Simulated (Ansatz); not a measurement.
This script for Ansatz 0.2.0, Python API starts 4 runs on HfN, space group Fm-3m. What input does the engine get in each?

The script, `run_smear.py`:
```python
'''Smearing width test for HfN.'''

import ansatz
from tabulate import tabulate

structure = (
    ansatz.Lattice.of((0.0, 2.256, 2.256), (2.256, 0.0, 2.256), (2.256, 2.256, 0.0))
    .atom('Hf', (0.0, 0.0, 0.0))
    .atom('N', (0.5, 0.5, 0.5))
)

job = structure.calculation().kpoints(mesh=(13, 13, 13)).pseudopotentials('paw').stress()

rows = []
for value in [0.5, 0.3, 0.2, 0.1]:
    summary = job.occupations('cold', width=value).run(threads=1).report
    rows.append((value, summary['free_energy_ev'] / len(summary['lattice']['sites']), summary['n_iterations'], sum(summary['stress_gpa'][i][i] for i in range(3)) / 3, summary['n_kpoints']))

print(tabulate(rows, headers=['width (eV)', 'F/atom (eV)', 'iterations', 'P (GPa)', 'k-points'], floatfmt='.4f', tablefmt='grid'))

# the last row is the reference
for row in rows[:-1]:
    shift = 1000 * (row[1] - rows[-1][1])
    print(f'{row[0]}: {shift:+.2f} meV/atom' + ('  (within 5 meV)' if abs(shift) < 5 else ''))
```

Run 1:
```yaml
crystal:
  lattice:
    - [0.0, 2.256, 2.256]
    - [2.256, 0.0, 2.256]
    - [2.256, 2.256, 0.0]
  atoms:
    - { symbol: Hf, position: [0.0, 0.0, 0.0] }
    - { symbol: "N", position: [0.5, 0.5, 0.5] }
kpoints:
  mp_grid:
    grid: [13, 13, 13]
hamiltonian:
  pseudopotentials:
    kind: paw
scf:
  occupations:
    method: cold
    width: 0.5
output:
  stress: true
```

Run 2, against run 1:
```diff
-    width: 0.5
+    width: 0.3
```

Run 3, against run 1:
```diff
-    width: 0.5
+    width: 0.2
```

Run 4, against run 1:
```diff
-    width: 0.5
+    width: 0.1
```

Running `python run_smear.py` prints:
```text
DeckWarning: basis.ecutwfc = 420 eV, auto-derived from the records' recommended cutoffs: set by Hf (normal level)
+--------------+---------------+--------------+-----------+------------+
|   width (eV) |   F/atom (eV) |   iterations |   P (GPa) |   k-points |
+==============+===============+==============+===========+============+
|       0.5000 |    -8054.3404 |            6 |    6.5906 |         84 |
+--------------+---------------+--------------+-----------+------------+
|       0.3000 |    -8054.3390 |            6 |    6.5557 |         84 |
+--------------+---------------+--------------+-----------+------------+
|       0.2000 |    -8054.3386 |            6 |    6.5476 |         84 |
+--------------+---------------+--------------+-----------+------------+
|       0.1000 |    -8054.3384 |            6 |    6.5363 |         84 |
+--------------+---------------+--------------+-----------+------------+
0.5: -1.96 meV/atom  (within 5 meV)
0.3: -0.61 meV/atom  (within 5 meV)
0.2: -0.17 meV/atom  (within 5 meV)
```
(Warnings from the package without file and line.)

Going from 0.1 to 0.5 eV changes F by -2.0 meV an atom. This scheme is built to cancel the term in the square of the width, so the shifts stay small and are partly the mesh's error. The pressure moves from 6.54 to 6.59 GPa.

Caveats:
- The run is spin-unpolarised.
- The narrowest width needs the finest mesh, so the last row is no converged reference.
- Pressure is positive in compression.
- Spin-orbit coupling, which matters for elements this heavy, is left out.
- No functional is typed, so the default, PBE, holds.
- At these settings the cell as given stands under about 7 GPa, so it isn't at this functional's equilibrium volume.
- The structure is a deposited one; some such entries were measured under pressure or heat, so a shift against it needn't be the functional's error alone.
- The whole script took 8.2 s on 1 thread of Arm Neoverse V2 (shared host), peak memory 0.38 GiB.
